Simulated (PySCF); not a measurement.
# F6Fe ([FeF6]4-): the cost of one run

Computed with PySCF 2.14.0 and routines of our own; the level stands in each step. Atoms count from 0.

### Step 1. The starting structure

7 atoms, charge -4, states of the metal's open shell are computed; geometry from: model start, shaken.

### Step 2. Optimising the geometry at PBE0-D3(BJ)/def2-SVP

Job settings and geometry (Å):

```
{"job": {"xc": "PBE0", "basis": "def2-SVP", "d3": "d3bj", "grid": 1, "maxiter": 45, "solvent": "water", "kind": "geom"}, "charge": -4, "metal": "Fe", "open_shell": "d6"}
Fe     0.000020     0.004480    -0.004110
F     -0.013360    -0.006820     2.065130
F      0.000900     0.020100    -2.087380
F      2.070690     0.007350     0.005350
F     -2.078420    -0.013960    -0.000440
F      0.010430     2.059840    -0.006860
F     -0.028520    -2.099340    -0.027630
```

On the command line:

```sh
OMP_NUM_THREADS=1 python lf_run.py task.json out
```

This one command runs all jobs of the session in turn.

Q: Estimate the wall time and peak memory of this first job on 1 thread of Arm Neoverse V2, shared host.

About 4.4 min, with a peak of 0.79 GiB.
